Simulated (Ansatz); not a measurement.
# C2H3Sn with multiplicity 2: inversion of the pyramid at Sn3

Wanted: the energy profile along the inversion of the pyramid at Sn3, from relaxed end points and a band of images. SMILES of the start: C#[C][SnH2].

All numbers below are computed with Ansatz 0.2.0 (UKS PBE/def2-SVP).

## (1) The system as given

Bond lengths: C1–C2 1.226 Å, C2–Sn3 2.085 Å, C1–H4 1.000 Å, Sn3–H5 1.752 Å, Sn3–H6 1.746 Å. Angles: C1–C2–Sn3 177.8°, C2–C1–H4 176.5°, C2–Sn3–H5 109.9°, C2–Sn3–H6 110.8°, H5–Sn3–H6 110.6°.

As a file:

```xyz
6

C    -0.3864   -1.8817   -0.1645
C    -0.0125   -0.7264    0.0011
Sn    0.6980    1.2116    0.2976
H    -0.7349   -2.8036   -0.3365
H     0.8157    2.0457   -1.2384
H    -0.3379    2.0903    1.3946
```

## (2) End point A

Contents of input.yaml:

```yaml
crystal:
  periodic: [false, false, false]
  atoms:
    - { symbol: C, position_ang: [-0.3864, -1.8817, -0.1645] }
    - { symbol: C, position_ang: [-0.0125, -0.7264, 0.0011] }
    - { symbol: Sn, position_ang: [0.698, 1.2116, 0.2976] }
    - { symbol: H, position_ang: [-0.7349, -2.8036, -0.3365] }
    - { symbol: H, position_ang: [0.8157, 2.0457, -1.2384] }
    - { symbol: H, position_ang: [-0.3379, 2.0903, 1.3946] }
magnetization:
  spin_polarized: true
  initial_magnetization: 1
basis:
  gaussian: { orbitals: def2-SVP }
hamiltonian:
  xc: pbe
relax:
  f_tol: 0.015
  max_steps: 40
```

The run is started by

```console
> ansatz run input.yaml --threads 1 --pin off --max-ram 2048MiB --backend cpu --events-out ev --progress --plain --runs-dir out
```

What it wrote, shortened:

```text
Warning: RAYON_NUM_THREADS=1 ignored (pool sized by the plan → 1); use --threads N
[...]
Functional definition: PBE
[...]
781 factors; their error is unknown
[...]
mean field -7945.94399097 eV, -292.0080557140 hartree, gradient 2.2e-5 eV, S^2 0.751508; 0 other end points of the search recorded, 0 dependent functions left out
[...]
reference -7945.94402748 eV, -292.0080570554 hartree; 19, 18 occupied and 50, 51 virtual orbitals, 781 factors
relax step   1: F+E_penalty+E_count = -7945.94399097 eV  Δ(F+E_penalty+E_count) = +0.000e0 eV  max|allowed force component| = 3.707e0 eV/Å  Δτ_max = 0.0000 Å  (31 SCF iters, accepted)
[...]
relax step   6: F+E_penalty+E_count = -7946.11946718 eV  Δ(F+E_penalty+E_count) = -7.967e-4 eV  max|allowed force component| = 4.868e-2 eV/Å  Δτ_max = 0.0216 Å  (30 SCF iters, accepted)
[...]
relax step   7: F+E_penalty+E_count = -7946.11955722 eV  Δ(F+E_penalty+E_count) = -9.005e-5 eV  max|allowed force component| = 3.801e-3 eV/Å  Δτ_max = 0.0079 Å  (32 SCF iters, accepted)
781 factors; their error is unknown
[...]
mean field -7946.11955722 eV, -292.0145076547 hartree, gradient 1.5e-5 eV, S^2 0.751661; 1 other end points of the search recorded, 0 dependent functions left out
[...]
reference -7946.11959421 eV, -292.0145090140 hartree; 19, 18 occupied and 50, 51 virtual orbitals, 781 factors
Total energy: -7946.11959421 eV, -292.0145090140 hartree
Atom 0 at    -0.396947    -1.854816    -0.174347 Å, force    -0.000062     0.001980     0.003788 eV/Å
Atom 1 at    -0.051820    -0.680223    -0.028085 Å, force    -0.000743    -0.002129    -0.002427 eV/Å
Atom 2 at     0.744993     1.241408     0.310805 Å, force     0.001468    -0.003801     0.000756 eV/Å
Atom 3 at    -0.727283    -2.876806    -0.313327 Å, force     0.000958     0.001514    -0.001248 eV/Å
Atom 4 at     0.818166     2.043129    -1.233896 Å, force     0.000634     0.001530    -0.003549 eV/Å
Atom 5 at    -0.345109     2.063208     1.392750 Å, force    -0.002255     0.000906     0.002680 eV/Å
Dipole moment:     0.075334     0.010406     0.033244 e Å
```

It took 19 s on 1 thread of Arm Neoverse V1, shared host; peak memory 0.13 GiB.

Step by step:

```tsv
step	energy from step 1 (eV)	largest force component (eV/Å)
1	0.0000	3.7075
2	-0.1626	0.6536
3	-0.1736	0.0772
4	-0.1747	0.0358
5x	-0.1737	0.1368
6	-0.1755	0.0487
7	-0.1756	0.0038
```

Step 1 is the start. 1 step was tried and not accepted (marked x).

After: Bond lengths: C1–C2 1.233 Å, C2–Sn3 2.108 Å, C1–H4 1.083 Å, Sn3–H5 1.742 Å, Sn3–H6 1.742 Å. Angles: C1–C2–Sn3 173.4°, C2–C1–H4 178.4°, C2–Sn3–H5 107.0°, C2–Sn3–H6 107.1°, H5–Sn3–H6 111.1°.

## (3) Relaxing end B

The second end starts from a geometry with the move made by hand.

Changes to input.yaml since step 2:

```diff
@@ -7,4 +7,4 @@
     - { symbol: H, position_ang: [-0.7349, -2.8036, -0.3365] }
-    - { symbol: H, position_ang: [0.8157, 2.0457, -1.2384] }
-    - { symbol: H, position_ang: [-0.3379, 2.0903, 1.3946] }
+    - { symbol: H, position_ang: [2.17407, 1.45227, -0.61464] }
+    - { symbol: H, position_ang: [0.96912, 1.51931, 1.99478] }
 magnetization:
@@ -19 +19,3 @@
   max_steps: 40
+output:
+  orbitals: {}
```

The run is started by

```console
> ansatz run input.yaml --threads 1 --pin off --max-ram 2048MiB --backend cpu --events-out ev --progress --plain --runs-dir out
```

What it wrote, shortened:

```text
Warning: RAYON_NUM_THREADS=1 ignored (pool sized by the plan → 1); use --threads N
[...]
[... 1 set-up line as earlier in the session ...]
[...]
781 factors; their error is unknown
[...]
mean field -7945.93512323 eV, -292.0077298305 hartree, gradient 2.3e-5 eV, S^2 0.751416; 0 other end points of the search recorded, 0 dependent functions left out
[...]
reference -7945.93515978 eV, -292.0077311738 hartree; 19, 18 occupied and 50, 51 virtual orbitals, 781 factors
relax step   1: F+E_penalty+E_count = -7945.93512323 eV  Δ(F+E_penalty+E_count) = +0.000e0 eV  max|allowed force component| = 3.704e0 eV/Å  Δτ_max = 0.0000 Å  (31 SCF iters, accepted)
[...]
relax step   6: F+E_penalty+E_count = -7946.11878293 eV  Δ(F+E_penalty+E_count) = -3.071e-3 eV  max|allowed force component| = 3.073e-1 eV/Å  Δτ_max = 0.0212 Å  (31 SCF iters, accepted)
[...]
relax step   7: F+E_penalty+E_count = -7946.11955165 eV  Δ(F+E_penalty+E_count) = -7.687e-4 eV  max|allowed force component| = 1.032e-2 eV/Å  Δτ_max = 0.0098 Å  (28 SCF iters, accepted)
781 factors; their error is unknown
[...]
mean field -7946.11955165 eV, -292.0145074499 hartree, gradient 1.4e-5 eV, S^2 0.751659; 1 other end points of the search recorded, 0 dependent functions left out
[...]
reference -7946.11958863 eV, -292.0145088090 hartree; 19, 18 occupied and 50, 51 virtual orbitals, 781 factors
Total energy: -7946.11958863 eV, -292.0145088090 hartree
Atom 0 at    -0.396281    -1.859382    -0.173050 Å, force    -0.007666    -0.009868    -0.004669 eV/Å
Atom 1 at     0.079246    -0.740615     0.032015 Å, force     0.006169     0.010321     0.002411 eV/Å
Atom 2 at     0.689546     1.260925     0.285164 Å, force    -0.002384    -0.002303     0.001030 eV/Å
Atom 3 at    -0.789699    -2.854151    -0.342286 Å, force     0.002556     0.002050     0.002241 eV/Å
Atom 4 at     2.167999     1.462131    -0.613478 Å, force     0.003344    -0.000077    -0.005048 eV/Å
Atom 5 at     0.956579     1.502571     1.989475 Å, force    -0.002021    -0.000123     0.004035 eV/Å
Dipole moment:    -0.048799     0.063278    -0.024085 e Å
```

It took 20 s on 1 thread of Arm Neoverse V1, shared host; peak memory 0.14 GiB.

Relaxation path:

```tsv
step	energy from step 1 (eV)	largest force component (eV/Å)
1	0.0000	3.7037
2	-0.1653	0.6728
3	-0.1779	0.1380
4	-0.1803	0.1365
5	-0.1806	0.2076
6	-0.1837	0.3073
7	-0.1844	0.0103
```

Step 1 is the start.

After: Bond lengths: C1–C2 1.233 Å, C2–Sn3 2.108 Å, C1–H4 1.083 Å, Sn3–H5 1.742 Å, Sn3–H6 1.742 Å. Angles: C1–C2–Sn3 173.4°, C2–C1–H4 178.5°, C2–Sn3–H5 107.1°, C2–Sn3–H6 107.1°, H5–Sn3–H6 111.0°.

## (4) Nudged elastic band

crystal.atoms is end A as relaxed above, and neb.final_atoms is end B, turned to lie on A. With 5 inner images the band has 7 in all. The start path is listed, through a guess of the saddle.

Contents of input.yaml:

```yaml
crystal:
  periodic: [false, false, false]
  atoms:
    - { symbol: C, position_ang: [-0.396947, -1.854816, -0.174347] }
    - { symbol: C, position_ang: [-0.05182, -0.680223, -0.028085] }
    - { symbol: Sn, position_ang: [0.744993, 1.241408, 0.310805] }
    - { symbol: H, position_ang: [-0.727283, -2.876806, -0.313327] }
    - { symbol: H, position_ang: [0.818166, 2.043129, -1.233896] }
    - { symbol: H, position_ang: [-0.345109, 2.063208, 1.39275] }
magnetization:
  spin_polarized: true
  initial_magnetization: 1
basis:
  gaussian: { orbitals: def2-SVP }
hamiltonian:
  xc: pbe
neb:
  order_check: false
  images: 5
  f_tol: 0.05
  max_iterations: 60
  final_atoms:
    - { symbol: C, position_ang: [-0.39477987, -1.85565059, -0.17250535] }
    - { symbol: C, position_ang: [-0.21776002, -0.63765385, -0.10204189] }
    - { symbol: Sn, position_ang: [-0.13445099, 1.4683641, -0.0805744] }
    - { symbol: H, position_ang: [-0.52364451, -2.92980651, -0.22316974] }
    - { symbol: H, position_ang: [1.23752355, 1.9355834, -1.04662645] }
    - { symbol: H, position_ang: [0.07511185, 1.95506344, 1.57881783] }
  initial_path:
    images:
      - { positions_ang: [[-0.396947, -1.854816, -0.174347], [-0.05182, -0.680223, -0.028085], [0.744993, 1.241408, 0.310805], [-0.727283, -2.876806, -0.313327], [0.818166, 2.043129, -1.233896], [-0.345109, 2.063208, 1.39275]] }
      - { positions_ang: [[-0.3923311, -1.86457574, -0.17060038], [-0.08785355, -0.68118258, -0.04018073], [0.59573156, 1.27535565, 0.24675057], [-0.68860539, -2.86822126, -0.3025221], [0.91102994, 2.0229711, -1.25689475], [-0.29597146, 2.05155283, 1.4773474]] }
      - { positions_ang: [[-0.3877152, -1.87433548, -0.16685376], [-0.12388711, -0.68214216, -0.05227647], [0.44647012, 1.3093033, 0.18269613], [-0.64992777, -2.85963652, -0.2917172], [1.00389389, 2.0028132, -1.27989351], [-0.24683393, 2.03989767, 1.56194479]] }
      - { positions_ang: [[-0.38309931, -1.88409522, -0.16310714], [-0.15992066, -0.68310173, -0.0643722], [0.29720868, 1.34325095, 0.1186417], [-0.61125016, -2.85105179, -0.2809123], [1.09675783, 1.9826553, -1.30289226], [-0.19769639, 2.0282425, 1.64654219]] }
      - { positions_ang: [[-0.38699283, -1.87461368, -0.16623987], [-0.17920045, -0.66795244, -0.07692876], [0.15332212, 1.38495533, 0.05223633], [-0.58204827, -2.87730336, -0.26166478], [1.14367974, 1.96696466, -1.21747032], [-0.10676031, 2.00384948, 1.62396741]] }
      - { positions_ang: [[-0.39088635, -1.86513213, -0.16937261], [-0.19848024, -0.65280314, -0.08948532], [0.00943557, 1.42665972, -0.01416903], [-0.55284639, -2.90355493, -0.24241726], [1.19060164, 1.95127403, -1.13204839], [-0.01582423, 1.97945646, 1.60139262]] }
      - { positions_ang: [[-0.39477987, -1.85565059, -0.17250535], [-0.21776002, -0.63765385, -0.10204189], [-0.13445099, 1.4683641, -0.0805744], [-0.52364451, -2.92980651, -0.22316974], [1.23752355, 1.9355834, -1.04662645], [0.07511185, 1.95506344, 1.57881783]] }
```

The run is started by

```console
> ansatz run input.yaml --threads 1 --pin off --max-ram 2048MiB --backend cpu --events-out ev --progress --plain --runs-dir out
```

What it wrote, shortened:

```text
Warning: RAYON_NUM_THREADS=1 ignored (pool sized by the plan → 1); use --threads N
[...]
[... 1 set-up line as earlier in the session ...]
[...]
781 factors; their error is unknown
[...]
mean field -7946.11955720 eV, -292.0145076536 hartree, gradient 6.4e-5 eV, S^2 0.751661; 0 other end points of the search recorded, 0 dependent functions left out
[...]
reference -7946.11959418 eV, -292.0145090128 hartree; 19, 18 occupied and 50, 51 virtual orbitals, 781 factors
781 factors; their error is unknown
[...]
mean field -7946.11955164 eV, -292.0145074496 hartree, gradient 7.3e-5 eV, S^2 0.751659; 0 other end points of the search recorded, 0 dependent functions left out
[...]
reference -7946.11958862 eV, -292.0145088086 hartree; 19, 18 occupied and 50, 51 virtual orbitals, 781 factors
NEB end point (image 0): max|allowed force component| = 3.813e-3 eV/Å (the criterion of neb.relax_end_points is 1.000e-2)
[...]
reference -7946.08607589 eV, -292.0132772383 hartree; 19, 18 occupied and 50, 51 virtual orbitals, 781 factors
[...]
781 factors; their error is unknown
mean field -7945.88911479 eV, -292.0060390513 hartree, gradient 1.4e-5 eV, S^2 0.752907; 0 other end points of the search recorded, 0 dependent functions left out
[...]
reference -7945.88915220 eV, -292.0060404263 hartree; 19, 18 occupied and 50, 51 virtual orbitals, 781 factors
[...]
781 factors; their error is unknown
mean field -7945.72301403 eV, -291.9999349610 hartree, gradient 1.4e-5 eV, S^2 0.754710; 0 other end points of the search recorded, 0 dependent functions left out
[...]
reference -7945.72305369 eV, -291.9999364187 hartree; 19, 18 occupied and 50, 51 virtual orbitals, 781 factors
[...]
781 factors; their error is unknown
mean field -7945.88706117 eV, -292.0059635823 hartree, gradient 1.9e-5 eV, S^2 0.752896; 0 other end points of the search recorded, 0 dependent functions left out
[...]
reference -7945.88709855 eV, -292.0059649560 hartree; 19, 18 occupied and 50, 51 virtual orbitals, 781 factors
```

## (5) More of the same log: band between the two ends

The log, continued, shortened:

```text
[...]
781 factors; their error is unknown
[...]
mean field -7946.08580571 eV, -292.0132673094 hartree, gradient 2.4e-5 eV, S^2 0.751903; 0 other end points of the search recorded, 0 dependent functions left out
[...]
reference -7946.08584299 eV, -292.0132686796 hartree; 19, 18 occupied and 50, 51 virtual orbitals, 781 factors
NEB iter   3: max|band force component| = 1.518e-1 eV/Å  barrier→ = 0.3965 eV  barrier← = 0.3965 eV  CI = image 3  Δτ_max = 0.0083 Å  (158 SCF iters)
[...]
NEB iter   5: max|band force component| = 5.391e-2 eV/Å  barrier→ = 0.3949 eV  barrier← = 0.3949 eV  CI = image 3  Δτ_max = 0.0084 Å  (145 SCF iters)
[...]
NEB iter   6: max|band force component| = 2.542e-2 eV/Å  barrier→ = 0.3944 eV  barrier← = 0.3944 eV  CI = image 3  Δτ_max = 0.0000 Å  (301 SCF iters)
Total energy: -7945.72514736 eV, -292.0000133595 hartree
Atom 0 at    -0.400417    -1.895231    -0.175090 Å, force    -0.019627    -0.021323    -0.006688 eV/Å
Atom 1 at    -0.139448    -0.694975    -0.070190 Å, force     0.004256     0.003535     0.001928 eV/Å
Atom 2 at     0.295881     1.310819     0.109941 Å, force     0.000455    -0.012753     0.001205 eV/Å
Atom 3 at    -0.637722    -2.947822    -0.269829 Å, force     0.015210     0.025411     0.004335 eV/Å
Atom 4 at     1.069256     2.074876    -1.195645 Å, force     0.001673     0.001683    -0.005012 eV/Å
Atom 5 at    -0.145550     2.088233     1.554713 Å, force    -0.001967     0.003448     0.004233 eV/Å
Dipole moment:     0.016146     0.083007     0.007103 e Å
this run last wrote the band of iteration 6 to <dir>
```

Wall time 88 s (1 thread of Arm Neoverse V1, shared host); peak memory 0.14 GiB.

## (6) Images and barrier

The 5 inner images lie between the fixed ends 0 and 6. Energy is taken from image 0, and the path length is the program's own coordinate along the band.

```tsv
image	path (Å)	energy (eV)	sum of angles at Sn3 (°)	band force (eV/Å)
0	0.000	0.0000	325.2	-
1	0.241	0.0311	335.6	0.007
2	0.481	0.2265	353.1	0.021
3*	0.722	0.3944	360.0	0.025
4	0.964	0.2255	353.0	0.014
5	1.207	0.0305	335.4	0.018
6	1.450	0.0000	325.2	-
```

The star marks the climbing image.

image, energy (eV) and a bar:
```
        0      0.000 
        1      0.031 ##
        2      0.227 #################
        3      0.394 ##############################
        4      0.225 #################
        5      0.031 ##
        6      0.000
```

How the highest energy settled:

```tsv
iteration	highest image above image 0 (eV)	largest band force (eV/Å)
1	0.6163	3.852
2	0.4304	0.750
3	0.3965	0.152
4	0.3956	0.085
5	0.3949	0.054
6	0.3944	0.025
```

The band as a trajectory file:

```xyz
6
image=0 dE=0.0000
C    -0.397   -1.855   -0.174
C    -0.052   -0.680   -0.028
Sn    0.745    1.241    0.311
H    -0.727   -2.877   -0.313
H     0.818    2.043   -1.234
H    -0.345    2.063    1.393
6
image=1 dE=0.0311
C    -0.414   -1.876   -0.180
C    -0.178   -0.668   -0.086
Sn    0.658    1.230    0.270
H    -0.643   -2.930   -0.274
H     0.902    2.083   -1.225
H    -0.282    2.097    1.449
6
image=2 dE=0.2265
C    -0.405   -1.892   -0.176
C    -0.182   -0.683   -0.089
Sn    0.481    1.266    0.192
H    -0.632   -2.947   -0.268
H     0.996    2.089   -1.222
H    -0.215    2.103    1.517
6
image=3 dE=0.3944
C    -0.400   -1.895   -0.175
C    -0.139   -0.695   -0.070
Sn    0.296    1.311    0.110
H    -0.638   -2.948   -0.270
H     1.069    2.075   -1.196
H    -0.146    2.088    1.555
6
image=4 dE=0.2255
C    -0.396   -1.895   -0.173
C    -0.097   -0.705   -0.051
Sn    0.111    1.361    0.028
H    -0.643   -2.944   -0.272
H     1.139    2.052   -1.158
H    -0.072    2.066    1.581
6
image=5 dE=0.0305
C    -0.385   -1.883   -0.168
C    -0.096   -0.689   -0.051
Sn   -0.062    1.415   -0.049
H    -0.624   -2.935   -0.264
H     1.196    2.006   -1.094
H     0.013    2.022    1.580
6
image=6 dE=0.0000
C    -0.395   -1.856   -0.173
C    -0.218   -0.638   -0.102
Sn   -0.134    1.468   -0.081
H    -0.524   -2.930   -0.223
H     1.238    1.936   -1.047
H     0.075    1.955    1.579
```

## (7) Frequencies at the highest image

The geometry is the highest inner image of the first converged band.

Contents of input.yaml:

```yaml
crystal:
  periodic: [false, false, false]
  atoms:
    - { symbol: C, position_ang: [-0.400417, -1.895231, -0.17509] }
    - { symbol: C, position_ang: [-0.139448, -0.694975, -0.07019] }
    - { symbol: Sn, position_ang: [0.295881, 1.310819, 0.109941] }
    - { symbol: H, position_ang: [-0.637722, -2.947822, -0.269829] }
    - { symbol: H, position_ang: [1.069256, 2.074876, -1.195645] }
    - { symbol: H, position_ang: [-0.14555, 2.088233, 1.554713] }
magnetization:
  spin_polarized: true
  initial_magnetization: 1
basis:
  gaussian: { orbitals: def2-SVP }
hamiltonian:
  xc: pbe
phonons: {}
```

The run is started by

```console
> ansatz run input.yaml --threads 1 --pin off --max-ram 2048MiB --backend cpu --events-out ev --progress --plain --runs-dir out
```

What it wrote, shortened:

```text
Warning: RAYON_NUM_THREADS=1 ignored (pool sized by the plan → 1); use --threads N
[...]
[... 1 set-up line as earlier in the session ...]
[...]
781 factors; their error is unknown
[...]
mean field -7945.72510759 eV, -292.0000118981 hartree, gradient 1.7e-5 eV, S^2 0.754683; 0 other end points of the search recorded, 0 dependent functions left out
[...]
reference -7945.72514731 eV, -292.0000133576 hartree; 19, 18 occupied and 50, 51 virtual orbitals, 781 factors
[...]
781 factors; their error is unknown
mean field -7945.72502823 eV, -292.0000089815 hartree, gradient 2.4e-6 eV, S^2 0.754674; 0 other end points of the search recorded, 0 dependent functions left out
[...]
reference -7945.72506795 eV, -292.0000104411 hartree; 19, 18 occupied and 50, 51 virtual orbitals, 781 factors
[...]
781 factors; their error is unknown
[...]
mean field -7945.72501079 eV, -292.0000083408 hartree, gradient 2.9e-6 eV, S^2 0.754667; 0 other end points of the search recorded, 0 dependent functions left out
[...]
reference -7945.72505053 eV, -292.0000098011 hartree; 19, 18 occupied and 50, 51 virtual orbitals, 781 factors
[...]
781 factors; their error is unknown
mean field -7945.72507417 eV, -292.0000106700 hartree, gradient 2.4e-6 eV, S^2 0.754700; 0 other end points of the search recorded, 0 dependent functions left out
[...]
reference -7945.72511387 eV, -292.0000121287 hartree; 19, 18 occupied and 50, 51 virtual orbitals, 781 factors
[...]
781 factors; their error is unknown
mean field -7945.72505197 eV, -292.0000098540 hartree, gradient 2.0e-6 eV, S^2 0.754682; 0 other end points of the search recorded, 0 dependent functions left out
[...]
reference -7945.72509168 eV, -292.0000113135 hartree; 19, 18 occupied and 50, 51 virtual orbitals, 781 factors
[...]
781 factors; their error is unknown
mean field -7945.72504595 eV, -292.0000096329 hartree, gradient 1.9e-6 eV, S^2 0.754685; 0 other end points of the search recorded, 0 dependent functions left out
[...]
```

## (8) The output, continued: vibrations at the highest image of the band

The log, continued, shortened:

```text
reference -7945.72508566 eV, -292.0000110923 hartree; 19, 18 occupied and 50, 51 virtual orbitals, 781 factors
[...]
781 factors; their error is unknown
[...]
mean field -7945.72513654 eV, -292.0000129617 hartree, gradient 1.0e-6 eV, S^2 0.754683; 0 other end points of the search recorded, 0 dependent functions left out
[...]
reference -7945.72517625 eV, -292.0000144211 hartree; 19, 18 occupied and 50, 51 virtual orbitals, 781 factors
[...]
781 factors; their error is unknown
mean field -7945.72506037 eV, -292.0000101627 hartree, gradient 8.9e-7 eV, S^2 0.754684; 0 other end points of the search recorded, 0 dependent functions left out
[...]
reference -7945.72510009 eV, -292.0000116223 hartree; 19, 18 occupied and 50, 51 virtual orbitals, 781 factors
[...]
781 factors; their error is unknown
mean field -7945.72505814 eV, -292.0000100809 hartree, gradient 1.5e-6 eV, S^2 0.754683; 0 other end points of the search recorded, 0 dependent functions left out
[...]
reference -7945.72510518 eV, -292.0000118096 hartree; 19, 18 occupied and 50, 51 virtual orbitals, 781 factors
WARN: phonons: modes at or below zero, which the zero-point energy, F, S and C_V leave out: 1, the lowest at -621.93 cm⁻¹. A minimum has none, and a first-order saddle one
Total energy: -7945.72514731 eV, -292.0000133576 hartree
Atom 0 at    -0.400417    -1.895231    -0.175090 Å, force    -0.019631    -0.021353    -0.006691 eV/Å
Atom 1 at    -0.139448    -0.694975    -0.070190 Å, force     0.004251     0.003533     0.001924 eV/Å
Atom 2 at     0.295881     1.310819     0.109941 Å, force     0.000463    -0.012747     0.001216 eV/Å
Atom 3 at    -0.637722    -2.947822    -0.269829 Å, force     0.015215     0.025437     0.004338 eV/Å
Atom 4 at     1.069256     2.074876    -1.195645 Å, force     0.001670     0.001683    -0.005014 eV/Å
Atom 5 at    -0.145550     2.088233     1.554713 Å, force    -0.001968     0.003447     0.004227 eV/Å
Dipole moment:     0.016146     0.083006     0.007103 e Å
Vibrations: -621.93 197.25 242.60 452.95 460.36 612.81 632.76 699.86 1928.59 1954.98 2021.57 3381.55 cm⁻¹, zero-point energy 0.780187 eV
```

Run time: 54 s. Hardware: 1 thread of Arm Neoverse V1, shared host; peak memory 0.14 GiB.

Of 12 modes, 1 is imaginary by more than 30 cm⁻¹ (622i cm⁻¹).

## (9) Summary of results

| quantity | value |
| --- | --- |
| end A | 5 moves, 0.176 eV lower |
| end B | 6 moves, 0.184 eV lower |
| barrier forwards | 0.39 eV |
| barrier backwards | 0.39 eV |
| second end relative to first | 0.000 eV |
| highest image | 3 of 0 to 6, climbing |
| band iterations | 6 |
| imaginary modes at the top | 622i cm⁻¹ |

**Reading.** Along this path the system climbs 0.39 eV from the first end (15 kT at 300 K), which at an assumed attempt frequency of 10^13 s⁻¹ means a rate near 10^6 s⁻¹. Both ends agree in energy to 1 meV. One imaginary mode, as a first-order saddle point has. Zero-point energy and entropy are left out.
